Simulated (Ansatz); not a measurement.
# AlGaHO+ (triplet): the correlation ladder, cc-pVTZ

An exercise on one series of results from a longer session: the logs are not shown, and one member is left open.

Method: cc-pVTZ, core rule «outside noble gas», up to 20 orbitals frozen; program: Ansatz 0.2.0, Gaussian basis.

Plan: UHF; CCSD(T) on ROHF; CCSD(T) on UHF; BCCD(T) on ROHF; CCSDT(Q) on ROHF; CCSDT(Q) on UHF.

6 further runs of the same task are left out: 1 for a known fault of the program, 5 set aside as unsound or not needed. Runs told in other sessions of the task aren't counted.

## The system

The geometry is a PBE0/def2-TZVP stationary point (not a proven minimum) of the parent state, kept for this charge and spin. No spin-orbit coupling is included. The filled d shell of Ga may be among the frozen orbitals whatever the setting's name suggests.

4 atoms, charge 1, spin multiplicity 3.

Atoms are counted from 1 here; the program's logs count them from 0.

Bond lengths: Al1–Ga2 2.392 Å, Al1–H4 1.590 Å, Ga2–O3 1.833 Å. Angles: Ga2–Al1–H4 122.6°, Al1–Ga2–O3 162.4°.

Set-up of the first run:

in.yaml

```yaml
crystal:
  periodic: [false, false, false]
  atoms:
    - {symbol: Al, position_ang: [0.000000, -0.205088, 2.032524]}
    - {symbol: Ga, position_ang: [0.000000, 0.111802, -0.338783]}
    - {symbol: O, position_ang: [0.000000, -0.204871, -2.144071]}
    - {symbol: H, position_ang: [0.000000, 1.008195, 3.059873]}
basis:
  gaussian: {orbitals: cc-pVTZ}
total_charge: 1
magnetization: {spin_polarized: true, initial_magnetization: 2}
hamiltonian: {xc: hf}
output: {orbitals: {seedname: orbitals}}
```

Run with:

```console
$ ansatz run in.yaml --threads 1 --pin off --events-out ev --progress --plain --max-ram 4096MiB --backend cpu
```

Among the steps run: UHF; CCSD(T) on ROHF; CCSD(T) on UHF; BCCD(T) on ROHF; CCSDT(Q) on ROHF; CCSDT(Q) on UHF.

One of the session's tables, all rows but one given; the rest of the session is left out.

| method | from UCCSDT(Q) (meV) |
| --- | --- |
| ROHF | +9120.4 |
| UHF | +8885.4 |
| RMP2 | +1199.3 |
| UMP2 | +1205.1 |
| RCCSD | +374.3 |
| UCCSD | +365.4 |
| RCCSD(T) | ? |
| UCCSD(T) | +60.5 |
| BCCD(T) | +61.4 |
| RCCSDT | +22.8 |
| UCCSDT | +19.5 |
| RCCSDT(Q) | +7.9 |
| UCCSDT(Q) | 0 |

Estimate the missing values for RCCSD(T).

As computed: from UCCSDT(Q) (meV): +62.1. In the column «from UCCSDT(Q) (meV)» it lies between BCCD(T) (+61.4) and UCCSD (+365.4).

Limits of these values: Restricted and unrestricted rows rest on different reference determinants; a gap between their highest levels can come from leftover correlation error, from unlike frozen cores or from another state.
